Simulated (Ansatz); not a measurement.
# FH₇N₂OSSi₂: a ladder of functionals and wavefunction methods

The task here is to estimate one member of a computed series from the others.

Computed with Ansatz 0.2.0, Gaussian basis. Level: functionals in def2-TZVPP, the program's frozen cores in correlated methods.

The runs, in order: PBE-D4, r2SCAN-D4, PBE0-D4, B3LYP-D4, ωB97X-V, ωB97M-V, B2PLYP; CCSD(T)/def2-TZVPP; MP2/def2-QZVPP; extrapolation to the limit.

## The geometry

The geometry comes from an earlier relaxation with PBE0-D4 in a triple-zeta def2 set; it is a stationary point, not always the lowest conformer.

SMILES `N[Si@@H](O)S[Si@@H](N)F`, 14 atoms, charge 0, spin multiplicity 1.

Atoms are counted from 1 here; the program's logs count them from 0.

Bond lengths: N1–Si2 1.691 Å, N1–H8 1.006 Å, N1–H9 1.006 Å, Si2–O3 1.629 Å, Si2–S4 2.170 Å, Si2–H10 1.483 Å, O3–H11 0.962 Å, S4–Si5 2.108 Å, Si5–N6 1.691 Å, Si5–F7 1.619 Å, Si5–H12 1.476 Å, N6–H13 1.005 Å, N6–H14 1.006 Å. Angles: Si2–N1–H8 122.1°, Si2–N1–H9 121.2°, H8–N1–H9 112.6°, N1–Si2–O3 108.9°, N1–Si2–S4 110.9°, N1–Si2–H10 107.0°, O3–Si2–S4 109.1°, O3–Si2–H10 113.2°, S4–Si2–H10 107.8°, Si2–O3–H11 117.2°, Si2–S4–Si5 100.0°, S4–Si5–N6 110.1°, S4–Si5–F7 108.9°, S4–Si5–H12 110.7°, N6–Si5–F7 110.1°, N6–Si5–H12 113.0°, F7–Si5–H12 103.9°, Si5–N6–H13 121.7° and more.

Set-up of the first run:

in.yaml

```yaml
crystal:
  periodic: [false, false, false]
  atoms:
    - {symbol: N, position_ang: [-0.173449, -0.064418, -2.955277]}
    - {symbol: Si, position_ang: [0.004580, -0.325994, -1.293676]}
    - {symbol: O, position_ang: [1.554315, -0.723623, -0.984877]}
    - {symbol: S, position_ang: [-0.508487, 1.458360, -0.169631]}
    - {symbol: Si, position_ang: [0.106099, 0.866995, 1.758390]}
    - {symbol: N, position_ang: [-0.864331, -0.400401, 2.315502]}
    - {symbol: F, position_ang: [1.653292, 0.394467, 1.692404]}
    - {symbol: H, position_ang: [0.408798, 0.582427, -3.460681]}
    - {symbol: H, position_ang: [-1.047355, -0.242697, -3.419685]}
    - {symbol: H, position_ang: [-0.956563, -1.390762, -0.917726]}
    - {symbol: H, position_ang: [1.925962, -0.428854, -0.147536]}
    - {symbol: H, position_ang: [0.128077, 2.022523, 2.675989]}
    - {symbol: H, position_ang: [-1.500489, -0.885930, 1.707617]}
    - {symbol: H, position_ang: [-0.730438, -0.862091, 3.199176]}
basis:
  gaussian: {orbitals: def2-TZVPP}
hamiltonian: {xc: pbe, dispersion: d4}
output: {forces: true, orbitals: {seedname: orbitals}}
```

Command:

```
$ ansatz run in.yaml --threads 2 --pin off --events-out ev --progress --plain --max-ram 32768MiB --backend cuda --devices 0, --max-vram 18GiB
```

Steps of the session up to this table: PBE-D4 (GGA); r2SCAN-D4 (meta-GGA); PBE0-D4 (hybrid); B3LYP-D4 (hybrid); ωB97X-V (range-separated); ωB97M-V (range-separated); B2PLYP (double hybrid); CCSD(T) in def2-TZVPP; MP2 in def2-QZVPP.

One of the session's tables, all rows but one given; the rest of the session is left out.

```
            method  atomisation energy (kJ/mol)
            PBE-D4                       5224.6
         r2SCAN-D4                       5154.5
           PBE0-D4                       5119.2
          B3LYP-D4                       5152.4
           ωB97X-V                       5196.0
           ωB97M-V                       5194.5
            B2PLYP                       5089.9
     HF/def2-TZVPP                       3601.2
    MP2/def2-TZVPP                       5107.6
   CCSD/def2-TZVPP                            ?
CCSD(T)/def2-TZVPP                       4995.1
           MP2/CBS                       5295.5
       CCSD(T)/CBS                       5183.0
```

Estimate the missing values for CCSD/def2-TZVPP.

**Answer.** atomisation energy (kJ/mol): 4911.3. In the column «atomisation energy (kJ/mol)» it lies between HF/def2-TZVPP (3601.2) and CCSD(T)/def2-TZVPP (4995.1).

Limits of these values: Free atoms (2 N, 2 Si, 1 O, 1 S, 1 F, 7 H) were run apart at each level; the atomisation energy is their sum less the molecule, without zero-point or spin-orbit terms.
